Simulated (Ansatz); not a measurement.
Which YAML input does this script hand to the engine? (the Python package of Ansatz (0.2.0))

Script `energy_c2h9fsi2.py`:
```python
"""Single point of C2H9FSi2 in a Gaussian basis."""

import ansatz
import numpy as np

config = {
    "basis": "def2-SVPD",
    "functional": "b3lyp",
}

geometry_ang = [
    ("C", (-0.7453, -0.5087, 1.6128)),
    ("Si", (-0.383, -0.4268, -0.2043)),
    ("Si", (1.8792, -0.3996, -0.4694)),
    ("C", (-0.9759, 1.0808, -1.0484)),
    ("F", (-0.5796, 2.1776, -0.4358)),
    ("H", (-1.878, -0.4621, 1.7496)),
    ("H", (-0.3723, 0.4167, 2.1255)),
    ("H", (-0.3429, -1.3374, 2.0786)),
    ("H", (-0.9284, -1.6324, -0.807)),
    ("H", (2.518, 0.7662, 0.2638)),
    ("H", (2.4844, -1.6427, 0.1404)),
    ("H", (2.2809, -0.3338, -1.8832)),
    ("H", (-2.1911, 1.1314, -1.0153)),
    ("H", (-0.7788, 1.1417, -2.0783)),
]
mol = ansatz.Crystal.molecule()
for symbol, xyz in geometry_ang:
    mol = mol.atom(symbol, xyz)

calculation = mol.calculation()
calculation = calculation.basis(gaussian=config["basis"])
calculation = calculation.functional(config["functional"])
calculation = calculation.forces()
res = calculation.run(threads=1, backend="cpu")
data = res.report

for key in ("converged", "free_energy_ev", "reference_energy_ev", "n_frozen", "n_occupied", "n_virtual"):
    print(f"{key:22s} {data[key]}")

field = data["mean_field"]
print("<S^2> =", round(abs(field["state"]["spin_squared"]), 4), " relativity:", field["relativity"])
print("passes:", field["passes"])
if "symmetry" in field:
    print("occupied orbitals by irrep:", field["symmetry"]["occupied"])

symbols = [site.symbol for site in mol.cartesian_sites]
forces = np.array(data["forces_ev_ang"])
print("largest force", round(float(np.linalg.norm(forces, axis=1).max()), 4), "eV/A, rms", round(float(np.sqrt((forces ** 2).mean())), 4))

charges = data["charge_distribution"]
print("dipole moment", round(4.803205 * float(np.linalg.norm(charges["dipole_moment_e_ang"])), 3), "D")
print("Mulliken:", [(s, round(q, 3)) for s, q in zip(symbols, charges["mulliken_charges_e"])])
```

```console
$ python energy_c2h9fsi2.py
converged              True
free_energy_ev         -20685.138931789385
reference_energy_ev    -20685.138931789385
n_frozen               0
n_occupied             [29, 29]
n_virtual              [154, 154]
<S^2> = 0.0  relativity: none
passes: {'evaluations': 15, 'products': 14}
occupied orbitals by irrep: [{'A': 29}, {'A': 29}]
largest force 5.4401 eV/A, rms 1.3983
dipole moment 1.556 D
Mulliken: [('C', 0.421), ('Si', -0.071), ('Si', -0.707), ('C', 0.774), ('F', -0.427), ('H', 0.009), ('H', -0.014), ('H', -0.411), ('H', 0.267), ('H', 0.207), ('H', 0.194), ('H', 0.209), ('H', 0.061), ('H', -0.511)]
```

`input.yaml`:
```yaml
crystal:
  periodic: [false, false, false]
  atoms:
    - { symbol: C, position_ang: [-0.7453, -0.5087, 1.6128] }
    - { symbol: Si, position_ang: [-0.383, -0.4268, -0.2043] }
    - { symbol: Si, position_ang: [1.8792, -0.3996, -0.4694] }
    - { symbol: C, position_ang: [-0.9759, 1.0808, -1.0484] }
    - { symbol: F, position_ang: [-0.5796, 2.1776, -0.4358] }
    - { symbol: H, position_ang: [-1.878, -0.4621, 1.7496] }
    - { symbol: H, position_ang: [-0.3723, 0.4167, 2.1255] }
    - { symbol: H, position_ang: [-0.3429, -1.3374, 2.0786] }
    - { symbol: H, position_ang: [-0.9284, -1.6324, -0.807] }
    - { symbol: H, position_ang: [2.518, 0.7662, 0.2638] }
    - { symbol: H, position_ang: [2.4844, -1.6427, 0.1404] }
    - { symbol: H, position_ang: [2.2809, -0.3338, -1.8832] }
    - { symbol: H, position_ang: [-2.1911, 1.1314, -1.0153] }
    - { symbol: H, position_ang: [-0.7788, 1.1417, -2.0783] }
basis:
  gaussian:
    orbitals: def2-SVPD
hamiltonian:
  xc: b3lyp
output:
  forces: true
```

These settings explore the input space; basis and method may be short of convergence. The geometry is a force-field or estimated start, not a minimum of this method, and the basis set is short of its limit. b3lyp holds the VWN-RPA fit, as in Gaussian; the form of ORCA and Turbomole is b3lyp5. Mulliken charges are unreliable in a basis with diffuse functions. Timing: 12 s on 1 thread of Intel(R) Xeon(R) Platinum 8488C (Sapphire Rapids), on a shared host, peak memory 0.56 GiB.

(Lines on the test bed's own set-up are left out of the output.)
